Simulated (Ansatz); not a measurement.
Relaxation of a periodic cell of 17 atoms, Be16C (host Be, host structure hcp, interstitial C), to a largest force component of 0.03 eV/Å in at most 60 steps.

All numbers below come from DFT LDA, scalar-relativistic, plane waves, PAW (Ansatz). Settings: cutoff 420 eV, k mesh 5x6x4, gaussian smearing 0.1 eV, no spin polarisation.

```xyz
17
Lattice="-2.2900 -3.9664 0.0000 3.4350 -1.9832 0.0000 0.0000 0.0000 7.1769" Properties=species:S:1:pos:R:3:forces:R:3
Be 0.000 -3.966 0.000 0.28 0.86 0.60
Be 0.000 -2.644 1.794 0.06 -0.03 0.19
Be 0.000 -3.966 3.588 0.03 0.20 -0.31
Be 0.000 -2.644 5.383 -0.97 0.52 -0.28
Be -1.145 -1.983 0.000 0.93 -0.58 0.28
Be 2.290 -2.644 1.794 -0.02 -0.18 0.31
Be -1.145 -1.983 3.588 -0.07 0.04 -0.17
Be 2.290 -2.644 5.383 -0.29 -2.03 -1.40
Be 1.145 -1.983 0.000 -1.03 -0.87 0.92
Be 1.145 -0.661 1.794 -0.14 0.08 0.47
Be 1.145 -1.983 3.588 -0.17 -0.12 -0.33
Be 1.145 -0.661 5.383 -0.10 0.08 -1.18
Be 0.000 0.000 0.000 0.37 -0.19 1.41
Be 1.145 -4.627 1.794 0.14 0.12 0.29
Be 0.000 0.000 3.588 0.15 -0.08 -0.53
Be 1.145 -4.627 5.383 1.10 1.02 -1.00
C 2.299 -1.354 -0.918 -0.29 1.16 0.72
```

Task: Where does it end, and by what steps?

Result: The run converged. Limits of this set-up: coarse k mesh, a small cell, in which the defect meets its images, a typed lattice constant that wasn't relaxed here. After 4 steps the energy has fallen by 0.744 eV; Be13 moved furthest, 0.15 Å.

| step | energy less start (eV) | largest force component (eV/Å) | accepted |
| --- | --- | --- | --- |
| 0 | 0.0000 | 2.034 | yes |
| 1 | -0.5144 | 1.153 | yes |
| 2 | -0.7285 | 0.184 | yes |
| 3 | -0.7422 | 0.054 | yes |
| 4 | -0.7445 | 0.025 | yes |

```xyz
17
Lattice="-2.2900 -3.9664 0.0000 3.4350 -1.9832 0.0000 0.0000 0.0000 7.1769" Properties=species:S:1:pos:R:3
Be 0.081 -3.913 0.053
Be 0.009 -2.653 1.837
Be -0.004 -3.931 3.538
Be -0.110 -2.579 5.322
Be -1.035 -2.047 0.057
Be 2.294 -2.686 1.842
Be -1.154 -1.982 3.542
Be 2.208 -2.699 5.325
Be 1.138 -2.084 0.053
Be 1.149 -0.668 1.840
Be 1.110 -2.002 3.539
Be 1.189 -0.683 5.237
Be -0.040 0.022 0.148
Be 1.180 -4.616 1.843
Be -0.004 -0.002 3.542
Be 1.153 -4.525 5.326
C 2.293 -1.325 -0.899
```

Whether the end is a true minimum wasn't checked by a vibrational analysis.

Run time: 24 s on 2 threads of Intel(R) Xeon(R) Platinum 8375C CPU @ 2.90GHz (Ice Lake), on a shared host, peak memory 0.64 GiB.
